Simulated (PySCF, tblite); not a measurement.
**C5H15AlO: geometry, infrared bands, NMR shifts and electronic excitations**

Wanted: the infrared bands, NMR shifts and electronic excitations of C5H15AlO (`CCCC[O+](C)[AlH3-]`), by calculation.

Computed with tblite 0.8.0 and PySCF 2.14.0, with density-fitted response routines of our own, on a single molecule in the gas phase. Atoms count from 0, in the outputs and in this text.

## (1) The molecule as given

22 atoms, charge 0, multiplicity 1; geometry from: force field or distance geometry start.

Bonds of the start (Å): C0–C1 1.49, C1–C2 1.53, C2–C3 1.48, C3–O4 1.35, O4–C5 1.37, O4–Al6 1.82, C0–H7 1.10, C0–H8 1.11, C0–H9 1.12, C1–H10 1.12, C1–H11 1.13, C2–H12 1.10, C2–H13 1.11, C3–H14 1.13, C3–H15 1.13, C5–H16 1.10, C5–H17 1.11, C5–H18 1.13, Al6–H19 1.61, Al6–H20 1.62, Al6–H21 1.58.

## (2) Optimising the geometry with GFN2-xTB

The job: settings as JSON, then the geometry in Å.

```
{"job": {"kind": "relax", "xc": "GFN2-xTB", "basis": "xTB"}, "charge": 0, "multiplicity": 1}
C     -3.127400     0.466600    -0.320600
C     -1.995900     0.282800     0.625900
C     -0.737200     0.002200    -0.189900
C      0.371300    -0.172000     0.773700
O      1.603600    -0.440200     0.280500
C      1.763500    -1.556800    -0.492600
Al     2.626300     0.993900    -0.163900
H     -3.160900    -0.439800    -0.946700
H     -2.896300     1.334200    -0.975600
H     -4.115300     0.652300     0.183100
H     -1.824300     1.167900     1.282100
H     -2.113100    -0.618200     1.291200
H     -0.974400    -0.884700    -0.796200
H     -0.563900     0.857100    -0.879500
H      0.435100     0.782800     1.376100
H      0.098800    -0.968900     1.526800
H      1.132900    -1.571700    -1.394200
H      1.739900    -2.496000     0.090300
H      2.819900    -1.497000    -0.891600
H      3.661000     0.498000    -1.294100
H      3.459100     1.388900     1.171700
H      1.786800     2.238000    -0.658000
```

On the command line:

```
$ OMP_NUM_THREADS=1 python probes_run.py task.json out
```

One launch serves the whole session: the jobs run in the order shown.

**Question.** This job is followed by: GFN2-xTB harmonic vibrations, gas phase; PBE0-D3(BJ)/def2-SVP geometry optimisation, gas phase; GIAO PBE0/pcSseg-1 NMR shielding, non-relativistic, gas phase; TDDFT CAM-B3LYP/def2-SVPD, vertical, gas phase, core orbitals frozen in the response; GIAO CAM-B3LYP/pcSseg-1 NMR shielding, non-relativistic, gas phase. What will the session give for the following? strongest single infrared mode (GFN2-xTB); zero-point energy (GFN2-xTB); point group; rotational constants (main isotopes); ¹³C shifts against TMS (PBE0/pcSseg-1); ¹H shifts against TMS (PBE0/pcSseg-1, means over atoms taken as alike); ¹⁷O shifts against H2O (PBE0/pcSseg-1); ²⁷Al shifts against AlH4- (PBE0/pcSseg-1); lowest singlet (CAM-B3LYP/def2-SVPD); brightest single state of those computed; lowest triplet; vertical ionisation energy (ΔSCF); range of the shift of O4.

**Answer**, as computed:

| quantity | value |
| --- | --- |
| strongest single infrared mode (GFN2-xTB) | 790 cm⁻¹, 707 km/mol |
| zero-point energy (GFN2-xTB) | 114.7 kcal/mol |
| point group | C1 |
| rotational constants (main isotopes) | 3.68, 0.86, 0.77 GHz |
| ¹³C shifts against TMS (PBE0/pcSseg-1) | 76.2, 60.6, 28.9, 20.5, 16.0 ppm |
| ¹H shifts against TMS (PBE0/pcSseg-1, means over atoms taken as alike) | 4.24, 3.68, 3.59, 1.65, 1.11, 0.99 ppm |
| ¹⁷O shifts against H2O (PBE0/pcSseg-1) | 15.0 ppm |
| ²⁷Al shifts against AlH4- (PBE0/pcSseg-1) | 87.8 ppm |
| lowest singlet (CAM-B3LYP/def2-SVPD) | 6.56 eV (189 nm), f = 0.004 |
| brightest single state of those computed | state 8, 8.17 eV, f = 0.162 |
| lowest triplet | 6.11 eV |
| vertical ionisation energy (ΔSCF) | 9.58 eV |
| range of the shift of O4 | 15.0 to 16.0 ppm |

What this shows: Relaxing lowered the energy by 0.903 eV in 102 steps; the close pair that moved most is C3–O4, from 1.354 to 1.417 Å (GFN2-xTB). No mode is imaginary among the 60: a minimum at this level. The strongest single mode, at 790 cm⁻¹, has its largest shares on H20, H21 and H19 (the list is cut at 3 atoms). Unscaled tight-binding wavenumbers are off by several per cent, some by more. Its intensities can rank the bands wrongly. Over 9 steps the energy fell by 0.311 eV; of the close pairs, O4–Al6 changed most, 1.888 to 1.991 Å (PBE0/def2-SVP). The most deshielded carbon is C3 (sp3 CH2 bonded to O), at 76.2 ppm: pulled downfield by the heteroatom. At PBE0/pcSseg-1: Shielding is most anisotropic at C5 (span 98 ppm, paramagnetic term -122 ppm). The lowest singlet, at 6.56 eV, is HOMO→LUMO+1 0.69, HOMO→LUMO 0.12 and is weak; of the 10 states computed, the strongest absorption comes from states 8 to 9 together at 8.17 eV. The lowest triplet lies 0.45 eV below the lowest singlet (triplets in Tamm-Dancoff, singlets in full TDDFT). The orbital energy would give 8.61 eV for ionisation, ΔSCF gives 9.58 eV. In ppm, O4 moves most: its shift spreads over 0.9 ppm, from 15.0 (PBE0/pcSseg-1) to 16.0 (CAM-B3LYP/pcSseg-1).
